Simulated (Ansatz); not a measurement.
## Ta3AsAu2O13: relaxation of cell and atoms with PBE

Ta3AsAu2O13:

```xyz
19
Lattice="5.7238 -0.0075 -0.0040 1.3028 6.2550 0.0056 0.2757 1.3007 8.3675" Properties=species:S:1:pos:R:3 pbc="T T T"
Ta    1.8016    2.6675    4.8901
Ta    0.6106    1.9943    8.3559
Ta    4.2828    4.5395    4.2252
As    4.7578    6.6860    6.9518
Au    3.4916    0.8150    1.5556
Au    1.4492    5.7148    3.7432
O     4.8936    5.2811    5.9496
O     3.3221    1.7411    5.8246
O     6.2809    6.7422    7.6940
O     3.3672    6.6706    7.9235
O     4.5687    1.8638    0.2577
O     1.7240    1.5064    0.9269
O     0.9962    1.2256    4.1088
O     3.3758    2.9946    3.6400
O     0.9058    2.6910    6.5776
O     6.1615    3.9169    3.8186
O     4.0664    5.7780    2.9290
O     2.4385    4.7506    5.2300
O     6.5613    6.2408    1.8957
```

The cell was built by a generator and needn't be a form met in nature.

```
Program             : Ansatz 0.2.0
Task                : relaxation of cell and atoms
Functional          : PBE
Potentials or basis : Ansatz PAW
Cutoff              : 420 eV (not typed: the program's choice for these potentials)
k mesh              : 4 × 3 × 3
Occupations         : fermi-dirac, width 0.05 eV
Spin                : no spin polarisation
```

The energy gained by relaxing is 0.0 meV/atom. The ionic steps are 2, the pressure after relaxing is 0.0 GPa and the largest force after relaxing is 0.012 eV/Å. The band gap on the k mesh is 1.33 eV, indirect (least direct gap 1.38 eV).

Forces in eV/Å, atoms in the order of the input:
```
Ta   0.003 -0.003  0.000
Ta   0.001  0.004 -0.008
Ta   0.007  0.010 -0.003
As  -0.003 -0.002  0.007
Au   0.001 -0.002 -0.001
Au   0.000  0.005 -0.003
O   -0.001  0.003 -0.002
O   -0.003  0.004 -0.003
O    0.001  0.000  0.002
O    0.005 -0.001 -0.002
O   -0.001  0.001 -0.001
O   -0.001  0.000 -0.001
O    0.000 -0.004  0.000
O   -0.007 -0.005  0.000
O   -0.003 -0.003  0.010
O   -0.003  0.002 -0.001
O    0.002 -0.004  0.004
O    0.002 -0.004 -0.001
O   -0.001  0.000  0.004
```

Final structure:
```cif
data_structure
_symmetry_space_group_name_H-M 'P 1'
_symmetry_Int_Tables_number 1
_cell_length_a 5.7239
_cell_length_b 6.3892
_cell_length_c 8.4725
_cell_angle_alpha 80.921
_cell_angle_beta 88.186
_cell_angle_gamma 78.309
_cell_volume 299.62
loop_
_atom_site_label
_atom_site_type_symbol
_atom_site_fract_x
_atom_site_fract_y
_atom_site_fract_z
_atom_site_occupancy
Ta1 Ta 0.21713 0.30521 0.58431 1
Ta2 Ta 0.03325 0.11123 0.99855 1
Ta3 Ta 0.58248 0.62145 0.50482 1
As1 As 0.58707 0.89691 0.83049 1
Au1 Au 0.58004 0.09228 0.18613 1
Au2 Au 0.04485 0.82077 0.44682 1
O1 O 0.66201 0.69726 0.71088 1
O2 O 0.51632 0.13418 0.69625 1
O3 O 0.85098 0.88773 0.91932 1
O4 O 0.34466 0.87003 0.94651 1
O5 O 0.73015 0.29240 0.03095 1
O6 O 0.24622 0.21809 0.11075 1
O7 O 0.12900 0.09398 0.49104 1
O8 O 0.48032 0.38887 0.43499 1
O9 O 0.05966 0.26685 0.78594 1
O10 O 0.93330 0.53240 0.45645 1
O11 O 0.49975 0.85161 0.34971 1
O12 O 0.25256 0.62988 0.62473 1
O13 O 0.91878 0.95175 0.22636 1
```

Levels at points of the mesh, in eV from the valence-band top:
| k point | band 81 | band 82 | band 83 | band 84 | band 85 | band 86 | band 87 | band 88 | band 89 | band 90 |
| --- | --- | --- | --- | --- | --- | --- | --- | --- | --- | --- |
| (0.00, 0.00, 0.00) | -0.83 | -0.77 | -0.53 | -0.24 | -0.08 | 1.47 | 2.36 | 3.01 | 3.50 | 3.73 |
| (-0.50, 0.00, 0.00) | -0.77 | -0.64 | -0.57 | -0.25 | 0.00 | 1.53 | 2.11 | 3.32 | 3.72 | 3.89 |

Wall time 21 s on 8 threads of Arm Neoverse V2, on a shared host, peak memory 1.6 GiB.

Caveat: odd divisions of the mesh miss points on the zone boundary, where band edges often lie, so the gap on the mesh can be too wide; the plane-wave basis is chosen anew once the cell has moved, so the energies of steps on either side of that aren't comparable; the pressure holds a Pulay correction of +0.5 GPa for the finite cutoff; spin-orbit coupling is left out, which moves the levels of the heavy elements. A k mesh can miss the band edges.
